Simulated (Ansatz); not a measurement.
# GeHOP: the cost of one run

Program: Ansatz 0.2.0, Gaussian basis. Level of theory: cc-pVDZ, core rule «outside noble gas», up to 20 orbitals frozen. These are calculated values, not measurements.

Plan: UHF; CCSD(T) on RHF; CCSD(T) on UHF; BCCD(T) on RHF; CISD; CCSDT(Q) on RHF; CCSDT(Q) on UHF.

7 further runs of the same task are left out: 1 for a known fault of the program, 6 set aside as unsound or not needed. Runs told in other sessions of the task aren't counted.

## 1. What is computed

The geometry is a PBE0/def2-TZVP stationary point (not a proven minimum) of the parent state, kept for this charge and spin. No spin-orbit coupling is included. The filled d shell of Ge may be among the frozen orbitals whatever the setting's name suggests.

4 atoms, charge 0, spin multiplicity 1.

Atoms are counted from 1 here; the program's logs count them from 0.

Bond lengths: Ge1–O2 1.807 Å, O2–P3 1.633 Å, P3–H4 1.432 Å. Angles: Ge1–O2–P3 130.7°, O2–P3–H4 96.2°.

## 2. UHF

Contents of in.yaml:

```yaml
crystal:
  periodic: [false, false, false]
  atoms:
    - {symbol: Ge, position_ang: [0.000000, -0.042614, 1.059894]}
    - {symbol: O, position_ang: [0.000000, 0.574218, -0.638584]}
    - {symbol: P, position_ang: [0.000000, -0.227192, -2.061619]}
    - {symbol: H, position_ang: [0.000000, 0.937911, -2.894664]}
basis:
  gaussian: {orbitals: cc-pVDZ}
magnetization: {spin_polarized: true, initial_magnetization: 0}
hamiltonian: {xc: hf}
output: {orbitals: {seedname: orbitals}}
```

Command:

```bash
$ ansatz run in.yaml --threads 1 --pin off --events-out ev --progress --plain --max-ram 4096MiB --backend cpu
```

**Question.** How long does this run take on 1 thread of AMD EPYC 7R13, shared host, and how much memory does it need?

About 8 s, with a peak of 0.26 GiB.
